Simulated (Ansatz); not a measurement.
**GdY7F24: how the settings move a calculation**

Aim: see which settings change the result for GdY7F24, by how much, and at what cost.

Computed with Ansatz 0.2.0 (reference: DFT PBEsol+U, scalar-relativistic, plane waves, PAW, unless a step's input says otherwise).

3 further runs of the same task are left out: 3 set aside as unsound or not needed.

## 1. The system as given

Symmetry: P1, No. 1, triclinic system. Conventional cell: a = 7.692 Å, b = 7.692 Å, c = 8.116 Å, α = 107.81°, β = 107.81°, γ = 110.78°. Around Gd (site symmetry 1) lie 9 F at 2.21 to 2.51 Å. Y (site symmetry 1) has 9 F at 2.23 to 2.46 Å as nearest neighbours. Y (site symmetry 1) has 9 F at 2.22 to 2.51 Å as nearest neighbours. Y (site symmetry 1) is surrounded by 9 F at 2.28 to 2.51 Å. Around Y (site symmetry 1) lie 9 F at 2.27 to 2.51 Å. Y (site symmetry 1) has 9 F at 2.28 to 2.50 Å as nearest neighbours. Around Y (site symmetry 1) lie 9 F at 2.24 to 2.51 Å. Only part of the 32 independent sites is listed.

Structure file:

```
CELL_PARAMETERS angstrom
-6.33090 0.00000 4.36917
6.33090 0.00000 4.36917
0.00000 6.83936 -4.36917
ATOMIC_POSITIONS crystal
Gd 0.52470 0.15646 0.74950
Y 0.02888 0.65978 0.75000
Y 0.90978 0.77888 0.25000
Y 0.40978 0.27888 0.25000
Y 0.59022 0.72112 0.75000
Y 0.09022 0.22112 0.75000
Y 0.97112 0.34022 0.25000
Y 0.47112 0.84022 0.25000
F 0.32490 0.48996 0.43686
F 0.82490 0.98996 0.43686
F 0.55454 0.89172 0.56764
F 0.05310 0.38804 0.56314
F 0.77429 0.43765 0.06118
F 0.26004 0.92510 0.06314
F 0.36335 0.20052 0.93759
F 0.86196 0.69690 0.93686
F 0.15818 0.68129 0.25000
F 0.65818 0.18129 0.25000
F 0.93129 0.90818 0.75000
F 0.43458 0.39981 0.75364
F 0.56871 0.59182 0.25000
F 0.06871 0.09182 0.25000
F 0.33359 0.81371 0.74707
F 0.84601 0.32332 0.74744
F 0.13804 0.30310 0.06314
F 0.63804 0.80310 0.06314
F 0.73455 0.07123 0.93628
F 0.23996 0.57490 0.93686
F 0.94690 0.61196 0.43686
F 0.44371 0.10443 0.43314
F 0.17727 0.01023 0.56365
F 0.67510 0.51004 0.56314
```

## 2. Baseline

Input file input.yaml:

```yaml
crystal:
  lattice:
    - [-6.3309041393, 0.0, 4.3691678431]
    - [6.3309041393, 0.0, 4.3691678431]
    - [0.0, 6.8393605059, -4.3691678431]
  atoms:
    - { symbol: Gd, position: [0.5247004396, 0.1564559591, 0.749503937], spin: 7.0 }
    - { symbol: "Y", position: [0.0288819041, 0.6597823925, 0.75] }
    - { symbol: "Y", position: [0.9097823925, 0.7788819041, 0.25] }
    - { symbol: "Y", position: [0.4097823925, 0.2788819041, 0.25] }
    - { symbol: "Y", position: [0.5902176075, 0.7211180959, 0.75] }
    - { symbol: "Y", position: [0.0902176075, 0.2211180959, 0.75] }
    - { symbol: "Y", position: [0.9711180959, 0.3402176075, 0.25] }
    - { symbol: "Y", position: [0.4711180959, 0.8402176075, 0.25] }
    - { symbol: F, position: [0.3248995869, 0.4899596409, 0.4368585694] }
    - { symbol: F, position: [0.8248995869, 0.9899596409, 0.4368585694] }
    - { symbol: F, position: [0.554538088, 0.8917159352, 0.5676413085] }
    - { symbol: F, position: [0.0531010714, 0.3880410175, 0.5631414306] }
    - { symbol: F, position: [0.7742944067, 0.4376508567, 0.0611821098] }
    - { symbol: F, position: [0.2600403591, 0.9251004131, 0.0631414306] }
    - { symbol: F, position: [0.3633451835, 0.2005217675, 0.9375948493] }
    - { symbol: F, position: [0.8619589825, 0.6968989286, 0.9368585694] }
    - { symbol: F, position: [0.158177305, 0.6812858817, 0.25] }
    - { symbol: F, position: [0.658177305, 0.1812858817, 0.25] }
    - { symbol: F, position: [0.9312858817, 0.908177305, 0.75] }
    - { symbol: F, position: [0.4345814206, 0.3998092252, 0.7536365938] }
    - { symbol: F, position: [0.5687141183, 0.591822695, 0.25] }
    - { symbol: F, position: [0.0687141183, 0.091822695, 0.25] }
    - { symbol: F, position: [0.3335942722, 0.8137102477, 0.7470698994] }
    - { symbol: F, position: [0.8460148362, 0.3233159296, 0.7474382466] }
    - { symbol: F, position: [0.1380410175, 0.3031010714, 0.0631414306] }
    - { symbol: F, position: [0.6380410175, 0.8031010714, 0.0631414306] }
    - { symbol: F, position: [0.7345468955, 0.0712262856, 0.936280118] }
    - { symbol: F, position: [0.2399596409, 0.5748995869, 0.9368585694] }
    - { symbol: F, position: [0.9468989286, 0.6119589825, 0.4368585694] }
    - { symbol: F, position: [0.4437130093, 0.1044284884, 0.4331371355] }
    - { symbol: F, position: [0.177274313, 0.0102264903, 0.5636462321] }
    - { symbol: F, position: [0.6751004131, 0.5100403591, 0.5631414306] }
  host:
    lattice:
      - [6.3309041393, 0.0, 0.0]
      - [0.0, 6.8393605059, 0.0]
      - [0.0, 0.0, 4.3691678431]
    atoms:
      - { symbol: "Y", position: [0.6309004885, 0.75, 0.9386642966] }
      - { symbol: "Y", position: [0.8690995115, 0.25, 0.4386642966] }
      - { symbol: "Y", position: [0.1309004885, 0.75, 0.5613357034] }
      - { symbol: "Y", position: [0.3690995115, 0.25, 0.0613357034] }
      - { symbol: F, position: [0.1650600539, 0.4368585694, 0.3780006583] }
      - { symbol: F, position: [0.3349399461, 0.5631414306, 0.8780006583] }
      - { symbol: F, position: [0.6650600539, 0.0631414306, 0.1219993417] }
      - { symbol: F, position: [0.8349399461, 0.9368585694, 0.6219993417] }
      - { symbol: F, position: [0.5231085767, 0.25, 0.5894631868] }
      - { symbol: F, position: [0.9768914233, 0.75, 0.0894631868] }
      - { symbol: F, position: [0.0231085767, 0.25, 0.9105368132] }
      - { symbol: F, position: [0.4768914233, 0.75, 0.4105368132] }
      - { symbol: F, position: [0.1650600539, 0.0631414306, 0.3780006583] }
      - { symbol: F, position: [0.3349399461, 0.9368585694, 0.8780006583] }
      - { symbol: F, position: [0.6650600539, 0.4368585694, 0.1219993417] }
      - { symbol: F, position: [0.8349399461, 0.5631414306, 0.6219993417] }
basis:
  ecutwfc: 420
  xc_grid: 2
kpoints:
  mp_grid: { grid: [2, 2, 2], shift: [0.5, 0.5, 0.5] }
hamiltonian:
  xc: pbesol
  hubbard: { sites: [{ species: Gd, l: f, u_eff: 6.0 }] }
scf:
  occupations: { method: gaussian, width: 0.02 }
  lower_state_search: "off"
output:
  forces: true
  stress: false
  eigenvalues: true
  populations: true
  hubbard: { sites: [{ species: Gd, l: f }] }
  charged_corrections:
    defect_position: [0.5288819, 0.15978239, 0.75]
    epsilon: [[10.0351, 0.0, 0.0], [0.0, 9.9148, 0.0], [0.0, 0.0, 15.7227]]
  write_density: true
  write_potential: true
  elf: true
  volumetric_format: npy
magnetization:
  spin_polarized: true
relax:
  adjacent_minimum: "off"
  f_tol: 0.03
  max_steps: 40
```

The run is started by

```bash
$ ansatz run input.yaml --threads 8 --pin off --max-ram 14336MiB --backend cpu --events-out ev --progress --plain --runs-dir out
```

## 3. Changing settings: ecutrho_ratio 9

Input file input.yaml:

```yaml
crystal:
  lattice:
    - [-6.3309041393, 0.0, 4.3691678431]
    - [6.3309041393, 0.0, 4.3691678431]
    - [0.0, 6.8393605059, -4.3691678431]
  atoms:
    - { symbol: Gd, position: [0.5288759471, 0.158909925, 0.7499174123], spin: 7.0 }
    - { symbol: "Y", position: [0.0290895728, 0.6597196714, 0.7499131709] }
    - { symbol: "Y", position: [0.9094491415, 0.7789265136, 0.2502962397] }
    - { symbol: "Y", position: [0.4090339669, 0.2785229273, 0.2495235533] }
    - { symbol: "Y", position: [0.5912766342, 0.7204406721, 0.7499118512] }
    - { symbol: "Y", position: [0.0893489583, 0.2215078992, 0.7499152618] }
    - { symbol: "Y", position: [0.9723639236, 0.3405752916, 0.2515927779] }
    - { symbol: "Y", position: [0.4706945506, 0.8388815556, 0.2482246651] }
    - { symbol: F, position: [0.3254087324, 0.4895774756, 0.4371391055] }
    - { symbol: F, position: [0.8241269104, 0.9912745604, 0.4356474914] }
    - { symbol: F, position: [0.5554807751, 0.8844329298, 0.5608622789] }
    - { symbol: F, position: [0.0534881223, 0.3884154957, 0.5628843317] }
    - { symbol: F, position: [0.762298074, 0.4262924379, 0.06666662] }
    - { symbol: F, position: [0.259613715, 0.9245268539, 0.0615505907] }
    - { symbol: F, position: [0.3592511407, 0.1977745904, 0.9382575334] }
    - { symbol: F, position: [0.8612806544, 0.6947110423, 0.9364872862] }
    - { symbol: F, position: [0.1591519868, 0.6827495609, 0.2513521073] }
    - { symbol: F, position: [0.6576755591, 0.1812927342, 0.2484301472] }
    - { symbol: F, position: [0.9315044251, 0.9075258413, 0.7499239934] }
    - { symbol: F, position: [0.4269258101, 0.410000196, 0.7499164986] }
    - { symbol: F, position: [0.5700486225, 0.5918265177, 0.2502195882] }
    - { symbol: F, position: [0.069756006, 0.0915248629, 0.2495756909] }
    - { symbol: F, position: [0.3430304738, 0.8186082886, 0.7499185109] }
    - { symbol: F, position: [0.8457100847, 0.3218176047, 0.7499276342] }
    - { symbol: F, position: [0.138392829, 0.3055561486, 0.0641746368] }
    - { symbol: F, position: [0.6382186348, 0.80236726, 0.0626972649] }
    - { symbol: F, position: [0.7445334272, 0.0734812781, 0.9389651199] }
    - { symbol: F, position: [0.2405480861, 0.5754632802, 0.9369149741] }
    - { symbol: F, position: [0.9479873332, 0.6129057097, 0.4382772064] }
    - { symbol: F, position: [0.4455522636, 0.1095301633, 0.4331632022] }
    - { symbol: F, position: [0.1709105456, 0.0094423825, 0.5615662095] }
    - { symbol: F, position: [0.6747033862, 0.508152293, 0.5633174757] }
  host:
    lattice:
      - [6.3309041393, 0.0, 0.0]
      - [0.0, 6.8393605059, 0.0]
      - [0.0, 0.0, 4.3691678431]
    atoms:
      - { symbol: "Y", position: [0.6309004885, 0.75, 0.9386642966] }
      - { symbol: "Y", position: [0.8690995115, 0.25, 0.4386642966] }
      - { symbol: "Y", position: [0.1309004885, 0.75, 0.5613357034] }
      - { symbol: "Y", position: [0.3690995115, 0.25, 0.0613357034] }
      - { symbol: F, position: [0.1650600539, 0.4368585694, 0.3780006583] }
      - { symbol: F, position: [0.3349399461, 0.5631414306, 0.8780006583] }
      - { symbol: F, position: [0.6650600539, 0.0631414306, 0.1219993417] }
      - { symbol: F, position: [0.8349399461, 0.9368585694, 0.6219993417] }
      - { symbol: F, position: [0.5231085767, 0.25, 0.5894631868] }
      - { symbol: F, position: [0.9768914233, 0.75, 0.0894631868] }
      - { symbol: F, position: [0.0231085767, 0.25, 0.9105368132] }
      - { symbol: F, position: [0.4768914233, 0.75, 0.4105368132] }
      - { symbol: F, position: [0.1650600539, 0.0631414306, 0.3780006583] }
      - { symbol: F, position: [0.3349399461, 0.9368585694, 0.8780006583] }
      - { symbol: F, position: [0.6650600539, 0.4368585694, 0.1219993417] }
      - { symbol: F, position: [0.8349399461, 0.5631414306, 0.6219993417] }
basis:
  ecutwfc: 420
  xc_grid: 2
  ecutrho_ratio: 9
kpoints:
  mp_grid: { grid: [2, 2, 2], shift: [0.5, 0.5, 0.5] }
hamiltonian:
  xc: pbesol
  hubbard: { sites: [{ species: Gd, l: f, u_eff: 6.0 }] }
scf:
  occupations: { method: gaussian, width: 0.02 }
  lower_state_search: "off"
output:
  forces: true
  eigenvalues: true
magnetization:
  spin_polarized: true
```

Before running it: what results should come out? Wanted: for each run, ending; energy change; gap; abs. moment; force.

As calculated:

```
               run     ending  energy change  gap (eV)  abs. moment (μB)  force (eV/Å)  cycles  time
         reference  converged              0      7.56              7.07          0.00       -  60 s
1: ecutrho_ratio 9  converged   0.0 meV/atom      7.56              7.07          0.00      16  19 s
```

Times don't compare one to one where runs were asked for different outputs or read a saved state (see the inputs); cycles may leave out searches for a lower state.

What this shows: Changing the numerical grids leaves the energy as it was (0.0 meV/atom). The gap of the reference lacks spin-orbit coupling, though the cell holds Gd.
